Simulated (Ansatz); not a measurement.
# La (dhcp type): a single-point run

Aim: a sound single-point run of La (dhcp type). The structure is shown as the input types it.

Program: Ansatz 0.2.0. Level of theory: DFT, PBE, PAW with Ansatz's default frozen-core files, scalar-relativistic. These are calculated values, not measurements.

1 further run of the same task is left out (it didn't finish).

## Step 1: The starting structure

It takes space group P6_3/mmc (No. 194, hexagonal). The conventional cell has a = 3.666 Å, b = 3.666 Å, c = 11.767 Å, α = 90.00°, β = 90.00°, γ = 120.00°. La (site symmetry -3m) has 12 La at 3.62 to 3.67 Å as nearest neighbours. Around La (site symmetry -6m2) lie 12 La at 3.62 to 3.67 Å.

Coordinates:

```
CELL_PARAMETERS angstrom
3.66634 0.00000 0.00000
-1.83317 3.17514 0.00000
0.00000 0.00000 11.76683
ATOMIC_POSITIONS crystal
La 0.00000 0.00000 0.00000
La 0.00000 0.00000 0.50000
La 0.33333 0.66667 0.25000
La 0.66667 0.33333 0.75000
```

## Step 2: The run

input.yaml

```yaml
crystal:
  lattice:
    - [3.6663390475, 0.0, 0.0]
    - [-1.8331695238, 3.175142754, 0.0]
    - [0.0, 0.0, 11.7668285794]
  atoms:
    - { symbol: La, position: [0.0, 0.0, 0.0], spin: 2.0 }
    - { symbol: La, position: [0.0, 0.0, 0.5] }
    - { symbol: La, position: [0.3333333333, 0.6666666667, 0.25] }
    - { symbol: La, position: [0.6666666667, 0.3333333333, 0.75] }
kpoints:
  mp_grid: { grid: [9, 9, 3] }
scf:
  occupations: { method: fermi_dirac, width: 0.08 }
  max_iter: 75
hamiltonian:
  xc: pbe
  pseudopotentials: { kind: paw }
output:
  forces: true
  stress: true
  eigenvalues: true
  populations: true
```

Run with:

```
> ansatz run input.yaml --threads 1 --pin off --max-ram 3072MiB --backend cpu --events-out ev --progress --plain --runs-dir out
```

Q: Will this input give a usable result? If not, why, and what should change?

Nothing was computed: the input was turned down at the start. It says: «inconsistent input (magnetization.spin_polarized): false but per-atom `spin:`, `per_species`, `initial_magnetization`, `magnetic_field`, or `spin_locking` is set»

Moments need two spin channels, and the input asks for one.

The cure: make the spin settings agree.
